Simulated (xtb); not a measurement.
**C3H2Br2 (SMILES BrC1=CC1Br) at GFN2-xTB**

Wanted: a structure relaxation of C3H2Br2. 

The results are computed with xtb 6.7.1 later snapshot.

1 further run of the same task is left out (set aside as unsound or not needed).

**1. The system as given**

The species is C3H2Br2 (7 atoms), meant as a singlet with charge 0. SMILES: `BrC1=CC1Br`. All atoms were displaced at random from a relaxed shape. The run starts from this shape.

Bond lengths: Br1–C2 1.943 Å, C2–C3 1.305 Å, C2–C4 1.345 Å, C3–C4 1.484 Å, C4–Br5 1.998 Å, C3–H6 0.962 Å, C4–H7 1.126 Å. Some angles: Br1–C2–C3 149.8°, Br1–C2–C4 141.8°, C3–C2–C4 68.1°, C2–C3–C4 57.2°, C2–C4–C3 54.7°, C2–C4–Br5 122.6°, C3–C4–Br5 122.7°, C2–C3–H6 152.1°, C4–C3–H6 144.3°, C2–C4–H7 126.7°.

**2. A geometry optimisation at GFN2-xTB**

File detailed.inp:

```
$opt
   hessian=old
$end
```

File geom.xyz:

```xyz
7
start
Br    -2.30928    -0.98399     0.87332
C     -0.52619    -0.40106     0.36670
C      0.76836    -0.46751     0.52093
C      0.12905     0.29632    -0.57897
Br     0.11990     2.29340    -0.64225
H      1.55710    -0.53862     1.06776
H      0.38568    -0.05436    -1.61748
```

Run with:

```bash
$ xtb geom.xyz --input detailed.inp -u 0 --gfn 2 --opt normal > xtb.out
```

**Question.** What will come out? Wanted: total energy at the end; dipole moment; HOMO energy; LUMO energy; HOMO–LUMO gap; dispersion energy; mean polarisability.

Computed results:

At GFN2-xTB:

| quantity | value |
| --- | --- |
| total energy at the end | -15.50480 Eh |
| dipole moment | 3.68 D |
| HOMO energy | -11.16 eV |
| LUMO energy | -7.53 eV |
| HOMO–LUMO gap | 3.63 eV |
| dispersion energy | -14.53 kJ/mol |
| mean polarisability (D4 model) | 72.2 bohr³ |

At the final geometry: Bond lengths: Br1–C2 1.838 Å, C2–C3 1.308 Å, C2–C4 1.481 Å, C3–C4 1.494 Å, C4–Br5 1.964 Å, C3–H6 1.061 Å, C4–H7 1.082 Å. Some angles: Br1–C2–C3 150.8°, Br1–C2–C4 144.8°, C3–C2–C4 64.4°, C2–C3–C4 63.4°, C2–C4–C3 52.2°, C2–C4–Br5 119.9°, C3–C4–Br5 120.0°, C2–C3–H6 151.0°, C4–C3–H6 145.4°, C2–C4–H7 123.1°. The optimisation took 8 steps and changed the energy by -0.722 eV. Mulliken charges run from -0.19 on Br5 to +0.10 on C2.
